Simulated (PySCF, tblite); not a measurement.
# C₈H₉N: a rotation path, then NMR shifts on frames, part 2 of 2

tblite 0.8.0 and PySCF 2.14.0. Atoms count from 0. The steps go on from the part before.

### Step 5. NMR shieldings: image 2, PBE0/pcSseg-1

Job settings and geometry (Å):

```
{"job": {"kind": "nmr", "xc": "PBE0", "basis": "pcSseg-1", "pop": false}, "charge": 0, "multiplicity": 1}
C     -2.412100    -0.522600     0.820000
C     -1.632500     0.419800    -0.040800
N     -2.229800     1.359000    -0.629200
C     -0.167500     0.160800    -0.110200
C      0.352700    -0.800000    -0.968600
C      1.719600    -1.006400    -1.032600
C      2.574100    -0.263300    -0.235300
C      2.061000     0.698700     0.618800
C      0.695900     0.913500     0.677800
H     -2.464000    -1.495300     0.332800
H     -3.416600    -0.138000     0.971500
H     -1.907000    -0.655800     1.775000
H     -1.634000     1.955900    -1.200900
H     -0.317100    -1.377200    -1.590400
H      2.118300    -1.750700    -1.706800
H      3.639500    -0.435500    -0.277000
H      2.723600     1.280700     1.243100
H      0.287100     1.662800     1.341100
```

With the program's defaults for keys left out, this is: GIAO PBE0/pcSseg-1 NMR shielding, non-relativistic, gas phase.

What it wrote:

```text
coarse grid: 15336 points
cycle   1  E = -364.4105309554  dE =  1.514e+00  |g| = 4.951e-01  |ddm| = 4.131e+00
cycle   2  E = -364.3680820399  dE =  4.245e-02  |g| = 6.874e-01  |ddm| = 1.330e+00
cycle   3  E = -364.4679825010  dE = -9.990e-02  |g| = 1.522e-01  |ddm| = 7.581e-01
cycle   4  E = -364.4733690823  dE = -5.387e-03  |g| = 3.758e-02  |ddm| = 1.820e-01
cycle   5  E = -364.4736845003  dE = -3.154e-04  |g| = 1.192e-02  |ddm| = 5.593e-02
cycle   6  E = -364.4737175185  dE = -3.302e-05  |g| = 4.204e-03  |ddm| = 1.446e-02
cycle   7  E = -364.4737222046  dE = -4.686e-06  |g| = 6.883e-04  |ddm| = 4.481e-03
final grid: 149008 points
cycle   8  E = -364.5245592698  dE = -3.743e-05  |g| = 7.982e-03  |ddm| = 4.700e-02
cycle   9  E = -364.5245593242  dE = -5.440e-08  |g| = 8.155e-03  |ddm| = 1.788e-02
cycle  10  E = -364.5245760487  dE = -1.672e-05  |g| = 5.143e-04  |ddm| = 8.554e-03
cycle  11  E = -364.5245760780  dE = -2.921e-08  |g| = 3.773e-04  |ddm| = 8.024e-04
cycle  12  E = -364.5245761116  dE = -3.364e-08  |g| = 5.754e-05  |ddm| = 4.099e-04
cycle  13  E = -364.5245761122  dE = -6.365e-10  |g| = 2.529e-05  |ddm| = 7.340e-05
converged SCF energy = -364.5245761122

GIAO shielding tensors (ppm)
atom      isotropic    diamagn.    paramagn.     s11        s22        s33       span
  0 C      154.315     249.498     -95.183    136.500    140.080    186.365     49.864
  1 C        0.852     250.660    -249.808   -108.964    -13.551    125.070    234.033
  2 N      -89.026     320.715    -409.741   -393.678    -80.757    207.357    601.034
  3 C       34.438     265.491    -231.053    -54.983     -3.262    161.558    216.542
  4 C       57.794     250.811    -193.016    -45.164     42.004    176.543    221.707
  5 C       53.284     254.229    -200.945    -56.595     36.839    179.607    236.202
  6 C       54.042     254.052    -200.010    -56.685     38.621    180.190    236.875
  7 C       52.361     254.382    -202.021    -58.815     36.510    179.388    238.203
  8 C       56.408     250.789    -194.381    -47.276     42.969    173.531    220.807
  9 H       29.166      29.330      -0.164     25.350     28.997     33.152      7.802
 10 H       29.257      28.204       1.053     26.253     26.665     34.852      8.599
 11 H       29.441      29.851      -0.410     25.865     30.022     32.436      6.571
 12 H       21.575      35.225     -13.651     11.795     25.265     27.664     15.870
 13 H       24.338      33.172      -8.834     20.987     23.459     28.569      7.582
 14 H       24.065      30.408      -6.343     20.776     24.513     26.906      6.130
 15 H       24.121      29.722      -5.601     20.945     24.701     26.718      5.773
 16 H       24.021      30.438      -6.417     20.810     24.356     26.898      6.087
 17 H       24.367      33.251      -8.883     21.135     23.290     28.676      7.542
```

Run time: 19 s. Hardware: 1 thread of AMD EPYC 9R14, shared host; peak memory 0.89 GiB.

Key values: δ C1 186.1, C3 152.5, C7 134.6, C5 133.6, H12 10.14, H16 7.70 ppm.

### Step 6. NMR shieldings: image 5, PBE0/pcSseg-1

Job settings and geometry (Å):

```
{"job": {"kind": "nmr", "xc": "PBE0", "basis": "pcSseg-1", "pop": false}, "charge": 0, "multiplicity": 1}
C     -2.362500     0.012000     1.162000
C     -1.655200     0.214700    -0.143400
N     -2.370500     0.486200    -1.148200
C     -0.178600     0.057300    -0.159300
C      0.457000    -0.420600    -1.305500
C      1.831200    -0.564600    -1.346800
C      2.599000    -0.228300    -0.244100
C      1.983200     0.258900     0.896500
C      0.608400     0.398000     0.939500
H     -2.300200    -1.038500     1.442800
H     -3.404900     0.295100     1.049300
H     -1.913600     0.599900     1.957700
H     -1.869900     0.607000    -2.026400
H     -0.135400    -0.705900    -2.164800
H      2.305100    -0.939900    -2.242400
H      3.671900    -0.347500    -0.271600
H      2.575000     0.529500     1.759500
H      0.151300     0.793100     1.833600
```

Level: GIAO PBE0/pcSseg-1 NMR shielding, non-relativistic, gas phase.

What it wrote:

```text
coarse grid: 15336 points
cycle   1  E = -364.4118736303  dE =  1.516e+00  |g| = 4.969e-01  |ddm| = 4.180e+00
cycle   2  E = -364.3688940001  dE =  4.298e-02  |g| = 6.891e-01  |ddm| = 1.489e+00
cycle   3  E = -364.4699263381  dE = -1.010e-01  |g| = 1.499e-01  |ddm| = 8.791e-01
cycle   4  E = -364.4751277071  dE = -5.201e-03  |g| = 3.703e-02  |ddm| = 1.916e-01
cycle   5  E = -364.4754340232  dE = -3.063e-04  |g| = 1.125e-02  |ddm| = 5.962e-02
cycle   6  E = -364.4754629901  dE = -2.897e-05  |g| = 4.361e-03  |ddm| = 1.466e-02
cycle   7  E = -364.4754681667  dE = -5.177e-06  |g| = 6.725e-04  |ddm| = 4.727e-03
final grid: 149008 points
cycle   8  E = -364.5271502143  dE = -4.330e-05  |g| = 8.063e-03  |ddm| = 4.888e-02
cycle   9  E = -364.5271501276  dE =  8.668e-08  |g| = 8.279e-03  |ddm| = 1.875e-02
cycle  10  E = -364.5271672542  dE = -1.713e-05  |g| = 5.974e-04  |ddm| = 9.110e-03
cycle  11  E = -364.5271672959  dE = -4.164e-08  |g| = 4.295e-04  |ddm| = 9.605e-04
cycle  12  E = -364.5271673393  dE = -4.342e-08  |g| = 5.968e-05  |ddm| = 5.079e-04
cycle  13  E = -364.5271673399  dE = -6.468e-10  |g| = 2.851e-05  |ddm| = 8.807e-05
converged SCF energy = -364.5271673399

GIAO shielding tensors (ppm)
atom      isotropic    diamagn.    paramagn.     s11        s22        s33       span
  0 C      159.902     249.865     -89.963    141.777    151.986    185.943     44.166
  1 C        8.016     250.150    -242.135   -100.619     -1.057    125.723    226.342
  2 N      -80.051     323.215    -403.266   -388.720    -75.362    223.929    612.650
  3 C       42.943     263.465    -220.522    -49.925     11.504    167.249    217.174
  4 C       55.570     252.144    -196.574    -50.940     39.864    177.786    228.726
  5 C       52.342     253.987    -201.645    -58.808     37.934    177.900    236.708
  6 C       51.273     254.387    -203.114    -60.310     35.604    178.526    238.836
  7 C       52.899     253.694    -200.794    -58.166     38.955    177.910    236.076
  8 C       55.302     252.595    -197.293    -44.767     35.391    175.283    220.050
  9 H       29.459      29.323       0.136     26.732     27.908     33.737      7.005
 10 H       29.157      28.058       1.099     25.069     27.748     34.655      9.586
 11 H       28.911      30.480      -1.568     23.597     30.042     33.095      9.498
 12 H       20.652      36.478     -15.826     12.019     22.495     27.442     15.423
 13 H       23.957      34.379     -10.422     20.274     23.228     28.368      8.094
 14 H       23.968      30.325      -6.357     20.500     24.402     27.001      6.501
 15 H       24.033      29.702      -5.669     20.853     24.435     26.811      5.958
 16 H       24.024      30.500      -6.476     20.603     24.377     27.091      6.488
 17 H       23.972      33.915      -9.943     19.654     23.121     29.140      9.486
```

Wall time 19 s (1 thread of AMD EPYC 9R14, shared host); peak memory 0.88 GiB.

This run: δ C1 178.9, C3 144.0, C6 135.7, C5 134.6, H12 11.06, H13 7.76 ppm.

### Step 7. NMR shieldings: image 8, PBE0/pcSseg-1

Job settings and geometry (Å):

```
{"job": {"kind": "nmr", "xc": "PBE0", "basis": "pcSseg-1", "pop": false}, "charge": 0, "multiplicity": 1}
C     -2.316900     0.624800     1.059800
C     -1.670400    -0.058700    -0.106500
N     -2.424000    -0.562600    -0.985800
C     -0.188300    -0.085300    -0.139600
C      0.475400     0.004900    -1.362000
C      1.856100    -0.016600    -1.419700
C      2.596400    -0.143800    -0.256300
C      1.947700    -0.245000     0.963300
C      0.566900    -0.207500     1.024500
H     -2.223900     0.006900     1.951600
H     -3.371900     0.767700     0.846300
H     -1.840200     1.583200     1.255100
H     -1.943800    -1.033400    -1.750600
H     -0.098900     0.115900    -2.271900
H      2.356700     0.064200    -2.373500
H      3.675400    -0.164000    -0.299700
H      2.521400    -0.350300     1.872600
H      0.073600    -0.293900     1.980900
```

With the program's defaults for keys left out, this is: GIAO PBE0/pcSseg-1 NMR shielding, non-relativistic, gas phase.

What it wrote:

```text
coarse grid: 15336 points
cycle   1  E = -364.4132127993  dE =  1.517e+00  |g| = 4.952e-01  |ddm| = 4.175e+00
cycle   2  E = -364.3712952929  dE =  4.192e-02  |g| = 6.846e-01  |ddm| = 1.463e+00
cycle   3  E = -364.4709551858  dE = -9.966e-02  |g| = 1.497e-01  |ddm| = 8.580e-01
cycle   4  E = -364.4761309380  dE = -5.176e-03  |g| = 3.715e-02  |ddm| = 1.892e-01
cycle   5  E = -364.4764393299  dE = -3.084e-04  |g| = 1.127e-02  |ddm| = 5.895e-02
cycle   6  E = -364.4764684152  dE = -2.909e-05  |g| = 4.347e-03  |ddm| = 1.465e-02
cycle   7  E = -364.4764735476  dE = -5.132e-06  |g| = 6.695e-04  |ddm| = 4.672e-03
final grid: 149008 points
cycle   8  E = -364.5276402367  dE = -4.899e-05  |g| = 8.222e-03  |ddm| = 5.855e-02
cycle   9  E = -364.5276398780  dE =  3.587e-07  |g| = 8.537e-03  |ddm| = 1.852e-02
cycle  10  E = -364.5276576119  dE = -1.773e-05  |g| = 9.719e-04  |ddm| = 9.039e-03
cycle  11  E = -364.5276577817  dE = -1.698e-07  |g| = 4.837e-04  |ddm| = 1.411e-03
cycle  12  E = -364.5276578360  dE = -5.423e-08  |g| = 5.132e-05  |ddm| = 5.795e-04
cycle  13  E = -364.5276578364  dE = -4.519e-10  |g| = 2.583e-05  |ddm| = 7.140e-05
converged SCF energy = -364.5276578364

GIAO shielding tensors (ppm)
atom      isotropic    diamagn.    paramagn.     s11        s22        s33       span
  0 C      159.125     250.043     -90.918    139.679    151.890    185.806     46.128
  1 C        6.542     250.744    -244.202   -103.124     -2.919    125.668    228.792
  2 N      -83.140     323.401    -406.541   -393.237    -74.301    218.117    611.354
  3 C       40.668     263.745    -223.077    -50.657      6.492    166.168    216.825
  4 C       55.562     252.008    -196.446    -50.064     40.828    175.921    225.985
  5 C       52.413     254.096    -201.684    -58.649     37.776    178.111    236.759
  6 C       51.587     254.335    -202.748    -59.980     36.224    178.518    238.498
  7 C       53.180     253.799    -200.619    -57.381     38.383    178.538    235.919
  8 C       56.190     252.114    -195.924    -44.071     36.181    176.460    220.531
  9 H       28.882      29.494      -0.612     24.630     28.765     33.250      8.620
 10 H       29.129      28.024       1.105     25.178     27.626     34.584      9.406
 11 H       29.512      30.119      -0.608     26.242     29.446     32.848      6.606
 12 H       20.718      36.485     -15.767     11.889     22.747     27.520     15.631
 13 H       24.025      34.270     -10.245     20.471     23.204     28.400      7.929
 14 H       23.988      30.354      -6.366     20.570     24.398     26.996      6.425
 15 H       24.044      29.709      -5.665     20.856     24.467     26.809      5.953
 16 H       24.060      30.509      -6.450     20.662     24.437     27.080      6.419
 17 H       24.072      33.879      -9.807     19.983     23.146     29.087      9.105
```

Wall time 19 s (1 thread of AMD EPYC 9R14, shared host); peak memory 0.89 GiB.

Key values: δ C1 180.4, C3 146.3, C6 135.3, C5 134.5, H12 11.00, H14 7.73 ppm.

### Step 8. Comparing the runs: NMR shifts

Shifts (ppm) of some atoms, chosen among heavy atoms and hydrogens apart, with basis size and wall time:

```
  frame     C1     C3     C6    C0    H12   H11     N2  functions  time
image 0  180.4  146.3  135.3  27.8  10.99  2.20  350.8        198  19 s
image 1  184.9  151.4  134.0  30.0  10.40  2.21  357.6        198  19 s
image 2  186.1  152.5  132.9  32.6  10.14  2.28  356.8        198  19 s
image 5  178.9  144.0  135.7  27.0  11.06  2.81  347.8        198  19 s
image 8  180.4  146.3  135.3  27.8  11.00  2.21  350.9        198  19 s
```

### Step 9. Results

The summary covers parts 1 to 2.

| quantity | value |
| --- | --- |
| barrier | 0.052 eV (1.2 kcal/mol) at image 2 |
| end to end (GFN2-xTB) | 0.000 eV |
| 13C shifts against TMS (PBE0/pcSseg-1, image 0) | 180.4, 146.3, 135.3, 134.5, 133.7, 131.5, 130.7, 27.8 ppm |
| 1H shifts against TMS (PBE0/pcSseg-1, image 0) | 10.99, 7.73, 7.69, 7.67, 7.66, 7.64, 2.83, 2.58, 2.20 ppm |
| 15N shifts against NH3 (PBE0/pcSseg-1, image 0) | 350.8 ppm |
| range of the shift of N2 | 347.8 to 357.6 ppm |

In words: Along the band the dihedral turns by 180°, and the top (dihedral -99°) lies 1.2 kcal/mol above the start (GFN2-xTB, rough), so at room temperature this motion is fast. The top was not checked by a frequency run. Shifts at one fixed geometry are not the observed spectrum, which averages over the motion. In the first frame run (image 0): The widest tensor belongs to N2: span 611 ppm, with a paramagnetic part of -407 ppm. NICS(1)zz of -28 ppm above the planar ring from C3 marks a diatropic (aromatic) ring current. In ppm, N2 moves most: its shift spreads over 9.8 ppm, from 347.8 (image 5) to 357.6 (image 1).
